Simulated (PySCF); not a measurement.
# The bond of CaTe+, level by level

What are the lowest state that PBE0 finds, the bond length, vibrational wavenumber and bond energy of CaTe+, and how much do these hang on the method?

The runs use PySCF 2.14.0; Ca def2-SVP, Te def2-SVP with ECP28, scalar-relativistic core potentials.

## Step 1: Set-up

A driver script around PySCF takes these settings:

```json
{"atoms": "Ca, Te", "charge": "1", "basis": "Ca def2-SVP, Te def2-SVP with ECP28", "Hamiltonian": "scalar-relativistic core potentials", "basis functions": "50", "electrons treated": "43", "masses in u": "39.9626, 129.9062", "levels": "PBE0, PBE, r²SCAN, revPBE, M06, M06-L, ωB97X, HF, MP2, SCS-MP2, CCSD, CCSD(T)", "grid": "80 radial by 434 angular points", "occupations": "held fixed by the projection of orbital angular momentum", "dissociation limit": "Ca+ + Te, each in its ground configuration", "starting distance in angstrom": "3.010", "values of 2S to try": "1, 3"}
```

Started as:

```
$ OMP_NUM_THREADS=1 python dia.py task.json out
```

Further steps of the session: The PBE0 curve of the state that the search chose; Excited determinants; PBE (GGA); r²SCAN (meta-GGA); revPBE (GGA); M06 (hybrid meta-GGA); M06-L; ωB97X (range-separated hybrid); UHF (mean field); MP2 and coupled cluster.

**Question.** What will these runs give? Wanted: for each run, Re; ωe; De; μ.

As calculated:

Lowest PBE0 solution found, without spin–orbit coupling: ²Π (doublet), unpaired electrons π ↑. State 2 has its PBE0 minimum 0.86 eV higher. State 3 has its PBE0 minimum 1.51 eV higher. State 4 has its PBE0 minimum 1.55 eV higher, as a spin-mixed determinant (⟨S²⟩ = 1.75), so this is no gap between pure states. The other levels ran on the lowest alone.

```tsv
level	Re (Å)	ωe (cm⁻¹)	De (eV)	μ (D)
UHF	2.881	250.0	0.98	-16.04
UHF-MP2	2.877	242.2	1.59	n/a
UHF-SCS-MP2	2.883	240.1	1.56	n/a
UHF-CCSD	2.889	238.4	1.56	n/a
UHF-CCSD(T)	2.893	235.3	1.62	n/a
PBE	2.807	256.4	2.57	-12.88
revPBE	2.821	252.2	2.44	-13.01
r²SCAN	2.806	264.1	2.48	-13.89
M06-L	2.818	261.8	2.95	-13.95
PBE0	2.801	262.4	2.34	-13.76
M06	2.808	265.0	2.67	-13.71
ωB97X	2.799	269.1	2.55	-14.62
```

De is counted to Ca+ + Te in their ground configurations. A positive dipole points from Ca to Te; in an ion it is taken about the centre of mass and does not tell which atom is negative.

Differences from CCSD(T) in the same basis:

```tsv
level	Re (mÅ)	ωe (%)
UHF	-12	+6.2
UHF-MP2	-16	+2.9
UHF-SCS-MP2	-9	+2.1
UHF-CCSD	-4	+1.3
PBE	-86	+9.0
revPBE	-72	+7.2
r²SCAN	-87	+12.2
M06-L	-75	+11.3
PBE0	-92	+11.5
M06	-85	+12.6
ωB97X	-94	+14.3
```

**Reading.** Judged by CCSD(T) in the same basis: best bond length UHF-CCSD (-4 mÅ), worst ωB97X (-94 mÅ); best wavenumber UHF-CCSD (+1.3 %), worst ωB97X (+14.3 %). Hartree–Fock falls on the short and stiff side, its usual fault. CCSD(T) in a basis this small is itself some way from its limit, more so than the functionals. Among the levels with a De in the table, it runs from 0.98 eV (UHF) to 2.95 eV (M06-L).

Correlated steps freeze 9 core orbitals. Spin–orbit coupling is left out, which matters for elements this heavy, above all for dissociation energies. With spin–orbit coupling the term label itself may not hold.
